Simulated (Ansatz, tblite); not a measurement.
**The cluster Pb4O3: a ladder of methods and basis sets**

How do method and basis change the picture of the cluster Pb4O3 (singlet)?

The runs use Ansatz 0.2.0, Gaussian basis; as each input shows.

The runs, in order: GFN1-xTB, GFN2-xTB, PBE-D4/def2-TZVP, r2SCAN-D4/def2-TZVP, CAM-B3LYP-D4/def2-TZVP, B2PLYP/def2-TZVP, ωB97M-V/def2-TZVP, PBE-D4/def2-SVP, PBE0-D4/def2-SVP, PBE0-D4/def2-TZVPD, PBE-D4/def2-TZVPD, CCSD(T)/def2-SVP, MP2/def2-TZVP, RPA/def2-TZVP.

6 further runs of the same task are left out: 3 that didn't finish, 3 set aside as unsound or not needed. Runs told in other sessions of the task aren't counted.

## Step 1: The geometry

The singlet was relaxed beforehand with PBE-D4/def2-SVP. At that level it is the lowest of the isomers that a small search found.

7 atoms, charge 0, spin multiplicity 1.

Bond lengths: Pb1–O5 2.284 Å, Pb1–O7 2.284 Å, Pb2–O5 2.288 Å, Pb2–O6 2.288 Å, Pb2–O7 2.288 Å, Pb3–O5 2.284 Å, Pb3–O6 2.284 Å, Pb4–O6 2.284 Å, Pb4–O7 2.284 Å. Angles: O5–Pb1–O7 81.6°, O5–Pb2–O6 81.4°, O5–Pb2–O7 81.4°, O6–Pb2–O7 81.4°, O5–Pb3–O6 81.6°, O6–Pb4–O7 81.6°, Pb1–O5–Pb2 98.2°, Pb1–O5–Pb3 93.6°, Pb2–O5–Pb3 98.2°, Pb2–O6–Pb3 98.2°, Pb2–O6–Pb4 98.2°, Pb3–O6–Pb4 93.6°, Pb1–O7–Pb2 98.2°, Pb1–O7–Pb4 93.6°, Pb2–O7–Pb4 98.2°.

Coordinates:

```
Pb   -1.14690   -0.47318    1.77459
Pb   -0.22361    1.70875   -0.74123
Pb   -0.48652   -1.69917   -1.25087
Pb    1.98939   -0.54788    0.65626
O    -1.72055    0.01558   -0.38188
O     1.08999   -0.05138   -1.38405
O     0.49819    1.04729    1.32716
```

Pb takes a core potential in the def2 sets. No spin-orbit coupling is included.

PBE0-D4/def2-TZVP was run before; its log isn't repeated, and its numbers join the tables.

## Step 2: GFN1-xTB

Tight binding, by tblite at 300 K electronic temperature and without a spin-polarisation term:

```python
tblite.interface.Calculator('GFN1-xTB', numbers, positions, charge=0, uhf=0).singlepoint()
```

Energy -564.9704 eV, HOMO -6.68 eV, LUMO -3.89 eV; 0.003 s.

## Step 3: GFN2-xTB

Tight binding, by tblite at 300 K electronic temperature and without a spin-polarisation term:

```python
tblite.interface.Calculator('GFN2-xTB', numbers, positions, charge=0, uhf=0).singlepoint()
```

Energy -584.6738 eV, HOMO -8.12 eV, LUMO -5.24 eV; 0.002 s.

## Step 4: PBE-D4/def2-TZVP

start.molden holds the orbitals of an earlier run on this state, given as this run's starting guess.

in.yaml

```yaml
crystal:
  periodic: [false, false, false]
  atoms:
    - {symbol: Pb, position_ang: [-1.146898, -0.473182, 1.774586]}
    - {symbol: Pb, position_ang: [-0.223611, 1.708748, -0.741228]}
    - {symbol: Pb, position_ang: [-0.486516, -1.699165, -1.250872]}
    - {symbol: Pb, position_ang: [1.989386, -0.547884, 0.656264]}
    - {symbol: O, position_ang: [-1.720552, 0.015583, -0.381876]}
    - {symbol: O, position_ang: [1.089993, -0.051378, -1.384047]}
    - {symbol: O, position_ang: [0.498189, 1.047288, 1.327162]}
basis:
  gaussian: {orbitals: def2-TZVP, initial_orbitals: start.molden}
hamiltonian: {xc: pbe, dispersion: d4}
scf: {omitted_lower_state_checks: [starts]}
output: {forces: true, orbitals: {seedname: orbitals}}
```

Command:

```
ansatz run in.yaml --threads 4 --pin off --events-out ev --progress --plain --max-ram 4787MiB
```

After this run come: r2SCAN-D4/def2-TZVP; CAM-B3LYP-D4/def2-TZVP; B2PLYP/def2-TZVP; ωB97M-V/def2-TZVP; PBE-D4/def2-SVP; PBE0-D4/def2-SVP; PBE0-D4/def2-TZVPD; PBE-D4/def2-TZVPD; CCSD(T)/def2-SVP; MP2/def2-TZVP; RPA/def2-TZVP.

Q: Predict the results of all the runs planned. Wanted: gap in def2-TZVP, named functionals, smallest and largest; correlation energy, CCSD(T)/def2-SVP; correlation energy, MP2/def2-TZVP; binding an atom, functionals in def2-TZVP; PBE0 total energy, smallest basis above largest.

**Answer**, as computed:

| quantity | value |
| --- | --- |
| gap in def2-TZVP, named functionals, smallest and largest | 1.77 eV (PBE-D4), 6.11 eV (ωB97M-V) |
| correlation energy, CCSD(T)/def2-SVP | -28.26 eV |
| correlation energy, MP2/def2-TZVP | -65.01 eV |
| binding an atom, functionals in def2-TZVP | 3.30 (ωB97M-V) to 3.66 eV (PBE-D4) |
| PBE0 total energy, smallest basis above largest | 8.44 eV (def2-SVP, def2-TZVPD) |

In words: Orbital gaps of the named functionals in def2-TZVP span 1.77 eV (PBE-D4) to 6.11 eV (ωB97M-V); exact exchange widens it. Notes on CCSD(T)/def2-SVP: large T1 diagnostic.
